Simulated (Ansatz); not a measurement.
# As₂+ (quartet): the correlation ladder, cc-pVTZ

The task here is to estimate one member of a computed series from the others.

The runs use Ansatz 0.2.0, Gaussian basis; cc-pVTZ, core rule «outside noble gas», up to 28 orbitals frozen.

The runs, in order: UHF; CCSD(T) on ROHF; CCSD(T) on UHF; BCCD(T) on ROHF; CISD; CCSDT(Q) on ROHF; CCSDT(Q) on UHF; CASSCF and MRCISD+Q, 9 electrons in 8 orbitals; CASSCF and NEVPT2, 9 electrons in 8 orbitals.

16 further runs of the same task are left out: 8 that didn't finish, 8 set aside as unsound or not needed.

**What is computed**

The geometry is a PBE0/def2-TZVP stationary point (not a proven minimum). No spin-orbit coupling is included. The filled d shell of As may be among the frozen orbitals whatever the setting's name suggests; the logs give the count.

2 atoms, charge 1, spin multiplicity 4.

Atoms are counted from 1 here; the program's logs count them from 0.

Bond lengths: As1–As2 2.438 Å.

Coordinates:

```xyz
2
charge 1, multiplicity 4
As    0.0000    0.0000    0.0000
As    0.0000    0.0000    2.4380
```

Set-up of the first run:

Input file in.yaml:

```yaml
crystal:
  periodic: [false, false, false]
  atoms:
    - {symbol: As, position_ang: [0.000000, 0.000000, 0.000000]}
    - {symbol: As, position_ang: [0.000000, 0.000000, 2.438000]}
basis:
  gaussian: {orbitals: cc-pVTZ}
total_charge: 1
magnetization: {spin_polarized: true, initial_magnetization: 3}
hamiltonian: {xc: hf}
output: {orbitals: {seedname: orbitals}}
```

On the command line:

```console
$ ansatz run in.yaml --threads 1 --pin off --events-out ev --progress --plain --max-ram 2393MiB
```

Steps of the session up to this table: UHF; CCSD(T) on ROHF; CCSD(T) on UHF; BCCD(T) on ROHF; CISD; CCSDT(Q) on ROHF; CCSDT(Q) on UHF; CASSCF and MRCISD+Q, 9 electrons in 8 orbitals; CASSCF and NEVPT2, 9 electrons in 8 orbitals.

One of the session's tables, all rows but one given; the rest of the session is left out.

```
          method  from UCCSDT(Q) (meV)
            ROHF               +5855.0
             UHF               +5624.7
            RMP2               +1133.8
            UMP2               +1177.0
            CISD                +681.8
           RCCSD                +349.0
           UCCSD                     ?
        RCCSD(T)                 +73.4
        UCCSD(T)                 +62.9
         BCCD(T)                 +74.6
          RCCSDT                 +29.4
          UCCSDT                 +16.8
       RCCSDT(Q)                 +12.3
       UCCSDT(Q)                     0
  CASSCF valence               +4633.0
  NEVPT2 valence                +951.5
  MRCISD valence                +417.7
MRCISD+Q valence                 +41.7
```

Q: Estimate the row for UCCSD from the others.

The run gave: from UCCSDT(Q) (meV): +330.6. In the column «from UCCSDT(Q) (meV)» it lies between BCCD(T) (+74.6) and RCCSD (+349.0).

To keep in mind: Restricted and unrestricted rows rest on different reference determinants; where their highest levels disagree by more than a few hundredths of an eV, they describe different states and don't form one ladder.
